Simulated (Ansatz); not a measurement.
# BH₂Se radical (SMILES [BH][SeH]): functionals against CCSD(T) at one geometry

The atoms stand at a structure displaced at random from a GFN2-xTB minimum. How far do the functionals agree with CCSD(T) there?

Method: single points in def2-TZVPP; program: Ansatz 0.2.0, Gaussian basis.

Cores are frozen in the correlated methods. Filled d shells of the heavier atoms are correlated. Orbitals are unrestricted. B3LYP uses VWN-RPA correlation.

**1. Where the work starts**

SMILES `[BH][SeH]`, 4 atoms, charge 0, spin multiplicity 2.

Atoms are counted from 1 here; the program's logs count them from 0.

Bond lengths: B1–Se2 1.798 Å, B1–H3 1.174 Å, Se2–H4 1.482 Å. Angles: Se2–B1–H3 130.4°, B1–Se2–H4 101.6°.

As a file:

```xyz
4
BH2Se
B    -0.0497   -0.7424    0.2761
Se    0.2954    0.9651   -0.1696
H     0.5338   -1.4773    0.9824
H    -0.7986    1.2505   -1.1281
```

**2. CCSD(T)/def2-TZVPP**

File run/in.yaml:

```yaml
crystal:
  periodic: [false, false, false]
  atoms:
    - {symbol: B, position_ang: [-0.049700, -0.742400, 0.276100]}
    - {symbol: Se, position_ang: [0.295400, 0.965100, -0.169600]}
    - {symbol: H, position_ang: [0.533800, -1.477300, 0.982400]}
    - {symbol: H, position_ang: [-0.798600, 1.250500, -1.128100]}
basis:
  gaussian: {orbitals: def2-TZVPP}
magnetization: {spin_polarized: true, initial_magnetization: 1}
correlation: {method: ccsd_t}
scf: {omitted_lower_state_checks: [cluster_reference]}
output: {forces: true}
```

The command line of these runs was not kept.

**3. PBE0-D4/def2-TZVPP**

Edit run/in.yaml of step 2 so:

```diff
@@ -10,4 +10,3 @@
 magnetization: {spin_polarized: true, initial_magnetization: 1}
-correlation: {method: ccsd_t}
-scf: {omitted_lower_state_checks: [cluster_reference]}
-output: {forces: true}
+hamiltonian: {xc: pbe0, dispersion: d4}
+output: {forces: true, orbitals: {seedname: orbitals}}
```

**4. wB97M-V/def2-TZVPP**

Edit run/in.yaml of step 3 so:

```diff
@@ -10,3 +10,3 @@
 magnetization: {spin_polarized: true, initial_magnetization: 1}
-hamiltonian: {xc: pbe0, dispersion: d4}
-output: {forces: true, orbitals: {seedname: orbitals}}
+hamiltonian: {xc: {name: wB97M-V}}
+output: {forces: true}
```

**5. r2SCAN-D4/def2-TZVPP**

Edit run/in.yaml of step 4 so:

```diff
@@ -10,3 +10,3 @@
 magnetization: {spin_polarized: true, initial_magnetization: 1}
-hamiltonian: {xc: {name: wB97M-V}}
+hamiltonian: {xc: r2scan, dispersion: d4}
 output: {forces: true}
```

**6. PBE-D4/def2-TZVPP**

Edit run/in.yaml of step 5 so:

```diff
@@ -10,3 +10,3 @@
 magnetization: {spin_polarized: true, initial_magnetization: 1}
-hamiltonian: {xc: r2scan, dispersion: d4}
+hamiltonian: {xc: pbe, dispersion: d4}
 output: {forces: true}
```

**7. B3LYP-D4/def2-TZVPP**

Edit run/in.yaml of step 6 so:

```diff
@@ -10,3 +10,3 @@
 magnetization: {spin_polarized: true, initial_magnetization: 1}
-hamiltonian: {xc: pbe, dispersion: d4}
+hamiltonian: {xc: {name: B3LYP}, dispersion: d4}
 output: {forces: true}
```

**8. BHLYP-D4/def2-TZVPP**

Edit run/in.yaml of step 7 so:

```diff
@@ -10,3 +10,3 @@
 magnetization: {spin_polarized: true, initial_magnetization: 1}
-hamiltonian: {xc: {name: B3LYP}, dispersion: d4}
+hamiltonian: {xc: {name: BHLYP}, dispersion: d4}
 output: {forces: true}
```

(Steps that only read results are left out.)

Before running it: what results should come out? Wanted: energy less free atoms, CCSD(T)/def2-TZVPP; RMS force component; RMS force error; HOMO and LUMO, PBE0-D4; T1 diagnostic.

**Answer**, as computed:

```
                                  quantity                                                                                             value
energy less free atoms, CCSD(T)/def2-TZVPP                                                                                     -994.9 kJ/mol
                       RMS force component                                                              0.722 to 0.842 eV/Å over the methods
                           RMS force error  PBE0-D4 0.133, wB97M-V 0.126, r2SCAN-D4 0.139, PBE-D4 0.232, B3LYP-D4 0.116, BHLYP-D4 0.119 eV/Å
                    HOMO and LUMO, PBE0-D4                                                                                -5.81 and -1.64 eV
                             T1 diagnostic                                                                                             0.015
```

What this shows: Against CCSD(T) the functionals' energies less atoms differ by -66.3 to -10.6 kJ/mol, PBE-D4 by -63.6 kJ/mol. CCSD(T) in triple zeta still lacks some correlation energy of the bonds, so part of these gaps is its own basis error and they don't rank the functionals. On forces the order runs from B3LYP-D4 to PBE-D4. Frozen-core CCSD(T) forces in triple zeta carry basis errors of their own, and this is one geometry, so small gaps rank nothing.
